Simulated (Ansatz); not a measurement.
# C₄H₃F₇: vertical ionisation energy

One table from this session's results is given with a row withheld; the runs are named, their logs left out.

The runs use Ansatz 0.2.0, Gaussian basis; unrestricted cation, the program's frozen cores in correlated methods.

The runs, in order: UKS PBE-D4/def2-TZVPP; UKS r2SCAN-D4/def2-TZVPP; UKS PBE0-D4/def2-TZVPP; UKS B3LYP-D4/def2-TZVPP; UKS wB97X-V/def2-TZVPP; UKS wB97M-V/def2-TZVPP; UKS B2PLYP/def2-TZVPP; UHF-CCSD(T)/def2-TZVPP; UHF-MP2/def2-QZVPP; extrapolation to the limit; then −ε(HOMO) from the neutral's earlier runs with LDA (SPW92), PBE-D4, revPBE-D4, BLYP-D4, r2SCAN-D4, B97M-V, PBE0-D4, B3LYP-D4, r2SCANh-D4, r2SCAN0-D4, HSE06-D4, BHLYP-D4, CAM-B3LYP-D4, LC-ωPBE, ωB97X-V, ωB97M-V.

## The geometry

The geometry comes from an earlier relaxation with PBE0-D4 in a triple-zeta def2 set; it is a stationary point, not always the lowest conformer.

SMILES `FC(F)CC(F)(F)C(F)(F)F`, 14 atoms, charge 0, spin multiplicity 1.

Atoms are counted from 1 here; the program's logs count them from 0.

Bond lengths: F1–C2 1.354 Å, C2–F3 1.356 Å, C2–C4 1.513 Å, C2–H12 1.094 Å, C4–C5 1.511 Å, C4–H13 1.091 Å, C4–H14 1.092 Å, C5–F6 1.353 Å, C5–F7 1.350 Å, C5–C8 1.546 Å, C8–F9 1.326 Å, C8–F10 1.329 Å, C8–F11 1.330 Å. Angles: F1–C2–F3 107.1°, F1–C2–C4 110.6°, F1–C2–H12 108.3°, F3–C2–C4 108.4°, F3–C2–H12 108.2°, C4–C2–H12 114.0°, C2–C4–C5 116.2°, C2–C4–H13 109.0°, C2–C4–H14 108.0°, C5–C4–H13 109.6°, C5–C4–H14 105.3°, H13–C4–H14 108.4°, C4–C5–F6 110.2°, C4–C5–F7 108.3°, C4–C5–C8 116.9°, F6–C5–F7 107.7°, F6–C5–C8 106.8°, F7–C5–C8 106.7° and more.

The first run:

in.yaml

```yaml
crystal:
  periodic: [false, false, false]
  atoms:
    - {symbol: F, position_ang: [-1.514496, -1.042852, 1.194507]}
    - {symbol: C, position_ang: [-0.818657, 0.086869, 1.463541]}
    - {symbol: F, position_ang: [-0.680423, 0.159252, 2.810965]}
    - {symbol: C, position_ang: [0.560135, 0.021664, 0.844778]}
    - {symbol: C, position_ang: [0.660919, 0.433373, -0.605403]}
    - {symbol: F, position_ang: [0.237514, 1.709335, -0.758812]}
    - {symbol: F, position_ang: [1.960049, 0.386382, -0.970278]}
    - {symbol: C, position_ang: [-0.118618, -0.422620, -1.630655]}
    - {symbol: F, position_ang: [0.207721, -0.070194, -2.866123]}
    - {symbol: F, position_ang: [-1.427760, -0.252709, -1.477743]}
    - {symbol: F, position_ang: [0.169825, -1.710334, -1.465140]}
    - {symbol: H, position_ang: [-1.414003, 0.943675, 1.135233]}
    - {symbol: H, position_ang: [0.958256, -0.986587, 0.967696]}
    - {symbol: H, position_ang: [1.206439, 0.715546, 1.386334]}
basis:
  gaussian: {orbitals: def2-TZVPP}
total_charge: 1
magnetization: {spin_polarized: true, initial_magnetization: 1}
hamiltonian: {xc: pbe, dispersion: d4}
```

Started as:

```console
> ansatz run in.yaml --threads 4 --pin off --events-out ev --progress --plain --max-ram 63488MiB --backend cuda --devices 0, --max-vram 37GiB
```

Among the steps run: Cation, UKS PBE-D4/def2-TZVPP; Cation, UKS r2SCAN-D4/def2-TZVPP; Cation, UKS PBE0-D4/def2-TZVPP; Cation, UKS B3LYP-D4/def2-TZVPP; Cation, UKS wB97X-V/def2-TZVPP; Cation, UKS wB97M-V/def2-TZVPP; Cation, UKS B2PLYP (frozen core)/def2-TZVPP; Cation, UHF-CCSD(T)/def2-TZVPP; Cation, UHF-MP2/def2-QZVPP.

One table of the session follows, with a row left open; its other results are not shown here.

Orbital estimates, from the neutral's runs:

| functional | −ε(HOMO) (eV) |
| --- | --- |
| LDA (SPW92) | 8.61 |
| PBE-D4 | 8.42 |
| revPBE-D4 | 8.33 |
| BLYP-D4 | 8.39 |
| r2SCAN-D4 | 8.85 |
| B97M-V | 9.02 |
| PBE0-D4 | ? |
| B3LYP-D4 | 10.04 |
| r2SCANh-D4 | 9.53 |
| r2SCAN0-D4 | 10.56 |
| HSE06-D4 | 9.85 |
| BHLYP-D4 | 12.09 |
| CAM-B3LYP-D4 | 11.83 |
| LC-ωPBE | 13.08 |
| ωB97X-V | 12.77 |
| ωB97M-V | 12.69 |

Estimate the missing values for PBE0-D4.

The run gave: −ε(HOMO) (eV): 10.26. In the column «−ε(HOMO) (eV)» it lies between B3LYP-D4 (10.04) and r2SCAN0-D4 (10.56).
